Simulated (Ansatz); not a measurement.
Task: a band structure of BaZrNbInO6, space group F-43m, with Ansatz 0.2.0, Python API. Give the script and its output. Use: PBE, PAW, the default cutoff (420 eV here), 4×4×4 k-points, fixed occupations.

```yaml
crystal:
  lattice:
    - [0.00000, 4.18067, 4.18067]
    - [4.18067, 0.00000, 4.18067]
    - [4.18067, 4.18067, 0.00000]
  atoms:
    - { symbol: Ba, position: [0.25000, 0.25000, 0.25000] }
    - { symbol: Zr, position: [0.50000, 0.50000, 0.50000] }
    - { symbol: Nb, position: [0.00000, 0.00000, 0.00000] }
    - { symbol: In, position: [0.75000, 0.75000, 0.75000] }
    - { symbol: O, position: [0.75635, 0.24365, 0.24365] }
    - { symbol: O, position: [0.24365, 0.75635, 0.75635] }
    - { symbol: O, position: [0.75635, 0.75635, 0.24365] }
    - { symbol: O, position: [0.24365, 0.24365, 0.75635] }
    - { symbol: O, position: [0.24365, 0.75635, 0.24365] }
    - { symbol: O, position: [0.75635, 0.24365, 0.75635] }
```

The script, `run_bands.py`:
```python
"""Bands of BaZrNbInO6 along a path through the zone."""

import warnings

import ansatz as az
from ase import Atoms
import matplotlib.pyplot as plt
import numpy as np

warnings.simplefilter("ignore", az.DeckWarning)

atoms = Atoms(
    ["Ba", "Zr", "Nb", "In", "O", "O", "O", "O", "O", "O"],
    scaled_positions=[
        (0.25, 0.25, 0.25),
        (0.5, 0.5, 0.5),
        (0.0, 0.0, 0.0),
        (0.75, 0.75, 0.75),
        (0.75635, 0.24365, 0.24365),
        (0.24365, 0.75635, 0.75635),
        (0.75635, 0.75635, 0.24365),
        (0.24365, 0.24365, 0.75635),
        (0.24365, 0.75635, 0.24365),
        (0.75635, 0.24365, 0.75635),
    ],
    cell=[
        (0.0, 4.18067, 4.18067),
        (4.18067, 0.0, 4.18067),
        (4.18067, 4.18067, 0.0),
    ],
    pbc=True,
)
structure = az.Crystal.from_ase(atoms)

# vertices of the path, as fractions of the reciprocal vectors
path = [
    ("K", (-0.375, 0.0, 0.375)),
    ("G", (0.0, 0.0, 0.0)),
    ("L", (0.0, 0.0, 0.5)),
    ("W", (-0.5, -0.25, 0.25)),
    ("X", (-0.5, -0.5, 0.0)),
]
base = structure.calculation()
base = base.pseudopotentials("paw")
base = base.kpoints(spacing=0.36)
base = base.occupations("fixed")
base = base.band_structure([point for _, point in path], intervals=10)
base = base.scf(extra_bands=6).forces()
session = base.session()
planned = session.plan(threads=1)
res = planned.execute()
rep = res.report

print(f"free energy      {rep['free_energy_ev']:.5f} eV")
print(f"per atom         {rep['free_energy_ev'] / len(res.lattice.sites):.5f} eV")
print(f"SCF iterations   {rep['n_iterations']}  (converged: {rep['converged']})")

if res.unlabelled_reasons:
    print("not a label:", res.unlabelled_reasons)
else:
    print(res.training_frame().splitlines()[0], "atoms in the frame")

bands = res.band_structure()
fermi = bands.fermi_energy_ev
print(f"zero of the bands: {fermi:.3f} eV, the Fermi level found on the SCF mesh")
reciprocal = 2 * np.pi * np.linalg.inv(res.lattice.cell_ang).T
steps = np.linalg.norm(np.diff(bands.kpoints_frac @ reciprocal, axis=0), axis=1)
distance = np.concatenate([[0], np.cumsum(steps)])
fig, ax = plt.subplots(figsize=(5, 4))
for channel, colour in zip(bands.channels, ("C0", "C3")):
    ax.plot(distance, channel.eigenvalues_ev - fermi, colour, lw=1)
ax.set_xticks(distance[::10], [label for label, _ in path])
ax.set(ylim=(-4, 4), ylabel="E - E_F (eV)", xlim=(0, distance[-1]))
ax.grid(axis="x")
fig.savefig("bands.png", dpi=100)
first = bands.channels[0].eigenvalues_ev - fermi
near = np.argsort(np.abs(first.mean(axis=0)))[:4]
for band in sorted(near):
    print(f"band {band + 1}: {first[:, band].min():.3f} to {first[:, band].max():.3f} eV")
```

```console
$ python run_bands.py
free energy      -23699.83958 eV
per atom         -2369.98396 eV
SCF iterations   8  (converged: True)
10 atoms in the frame
zero of the bands: 10.550 eV, the Fermi level found on the SCF mesh
band 41: -1.990 to -1.615 eV
band 42: -1.680 to 0.006 eV
band 43: 0.675 to 1.951 eV
band 44: 0.675 to 2.457 eV
```

Total energies depend on the potentials; only differences at equal settings carry meaning. No spin polarisation was allowed. The computed bands are complete only to about 3.1 eV above the Fermi level. Under fixed occupations the level called the Fermi level is the highest filled one on the SCF mesh; off the mesh a filled band can lie a little above it. No functional is typed, so the default, PBE, holds. This cell is a computed structure, which may not be the phase found in nature. Levels are Kohn-Sham eigenvalues on this mesh, without spin-orbit coupling. By the engine's processor time: 16 s on 1 thread of Intel(R) Xeon(R) Processor @ 2.30GHz, with other jobs on the host, peak memory 0.78 GiB.
